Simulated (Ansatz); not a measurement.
# LaC (CsCl type): a single-point run

Aim: a sound single-point run of LaC (CsCl type). The structure is shown as the input types it.

Computed with Ansatz 0.2.0 (DFT r2SCAN, scalar-relativistic, plane waves, PAW, unless a step's input says otherwise).

## (1) The system as given

It takes space group Pm-3m (No. 221, cubic). Conventional cell: a = 3.285 Å, b = 3.285 Å, c = 3.285 Å, α = 90.00°, β = 90.00°, γ = 90.00°. La (site symmetry m-3m) has 8 C at 2.85 Å in its first shell of neighbours. Around C (site symmetry m-3m) lie 8 La at 2.85 Å.

Coordinates:

```
CELL_PARAMETERS angstrom
3.28535 0.00000 0.00000
0.00000 3.28535 0.00000
0.00000 0.00000 3.28535
ATOMIC_POSITIONS crystal
La 0.00000 0.00000 0.00000
C 0.50000 0.50000 0.50000
```

## (2) Running it

input.yaml

```yaml
crystal:
  lattice:
    - [3.2853548459, 0.0, 0.0]
    - [0.0, 3.2853548459, 0.0]
    - [0.0, 0.0, 3.2853548459]
  atoms:
    - { symbol: La, position: [0.0, 0.0, 0.0] }
    - { symbol: C, position: [0.5, 0.5, 0.5] }
basis:
  ecutwfc: 500
  ecutrho_ratio: 4
kpoints:
  mp_grid: { grid: [10, 10, 10] }
hamiltonian:
  xc: r2scan
scf:
  occupations: { method: gaussian, width: 5.0 }
  max_iter: 50
output:
  forces: true
  stress: true
```

Run with:

```sh
$ ansatz run input.yaml --threads 2 --pin off --max-ram 2662MiB --backend cpu --events-out ev --progress --plain --runs-dir out
```

What happens when this is run?

The run converged and reported no error. It gives a pressure of 22 GPa, which is large; a structure far from rest gives such values too, whatever the setting.

The suspect setting: scf.occupations.width is 5.0. A smearing this wide moves electrons out of filled levels into empty ones.

The test: set scf.occupations.width to 0.05.
